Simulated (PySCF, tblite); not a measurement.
**C₄H₄FO₄−: geometry, infrared bands and NMR shifts**

Wanted: the infrared bands and NMR shifts of C₄H₄FO₄− (`O=CO[C@H](F)CC(=O)[O-]`), by calculation.

The runs use tblite 0.8.0 and PySCF 2.14.0, with density-fitted response routines of our own; the level of theory stands in each step. All values are computed, except where a source is named. Atoms count from 0, in the outputs and in this text.

## Step 1: The molecule as given

13 atoms, charge -1, multiplicity 1; geometry from: force field or distance geometry start.

Bonds of the start (Å): O0–C1 1.26, C1–O2 1.38, O2–C3 1.42, C3–F4 1.36, C3–C5 1.51, C5–C6 1.50, C6–O7 1.25, C6–O8 1.40, C1–H9 1.09, C3–H10 1.11, C5–H11 1.10, C5–H12 1.14.

## Step 2: Optimising the geometry with GFN2-xTB

Job settings and geometry (Å):

```
{"job": {"kind": "relax", "xc": "GFN2-xTB", "basis": "xTB"}, "charge": -1, "multiplicity": 1}
O      2.694500    -0.897500     0.059800
C      2.261200     0.218300     0.462300
O      0.990600     0.588100     0.073700
C      0.186900    -0.227700    -0.770600
F     -0.209500     0.459600    -1.879400
C     -1.057900    -0.589700     0.012700
C     -1.781900     0.674700     0.362900
O     -1.258300     1.747500    -0.020300
O     -2.972900     0.629100     1.095000
H      2.835500     0.875100     1.113800
H      0.749900    -1.158500    -1.003000
H     -1.693900    -1.299700    -0.545300
H     -0.748500    -1.018800     1.020600
```

Launch:

```console
$ OMP_NUM_THREADS=1 python probes_run.py task.json out
```

One launch serves the whole session: the jobs run in the order shown.

**Question.** This job is followed by: GFN2-xTB harmonic vibrations, gas phase; GIAO PBE0/pcSseg-1 NMR shielding, non-relativistic, gas phase. What will the session give for the following? strongest single infrared mode (GFN2-xTB); zero-point energy (GFN2-xTB); ¹³C shifts against TMS (PBE0/pcSseg-1); ¹H shifts against TMS (PBE0/pcSseg-1); ¹⁷O shifts against H2O (PBE0/pcSseg-1); ¹⁹F shifts against CFCl3 (PBE0/pcSseg-1).

**Answer**, as computed:

```
                                 quantity                           value
strongest single infrared mode (GFN2-xTB)           1719 cm⁻¹, 625 km/mol
             zero-point energy (GFN2-xTB)                   51.6 kcal/mol
   ¹³C shifts against TMS (PBE0/pcSseg-1)   171.1, 129.7, 110.0, 42.8 ppm
    ¹H shifts against TMS (PBE0/pcSseg-1)      7.54, 6.94, 1.99, 1.92 ppm
   ¹⁷O shifts against H2O (PBE0/pcSseg-1)  403.5, 363.8, 235.7, 180.0 ppm
 ¹⁹F shifts against CFCl3 (PBE0/pcSseg-1)                      -176.2 ppm
```

What this shows: Relaxing lowered the energy by 2.133 eV in 173 steps; the close pair that moved most is C6–O8, from 1.399 to 1.219 Å. No mode is imaginary among the 33: a minimum at this level. The strongest single mode, at 1719 cm⁻¹, moves mainly C6. GFN2-xTB is a fitted tight-binding method: band positions and strengths are rough. Its intensities can rank the bands wrongly. Shifts at one fixed geometry are not the observed spectrum, which averages over the motion. At PBE0/pcSseg-1: The widest tensor belongs to O8: span 575 ppm, with a paramagnetic part of -469 ppm.
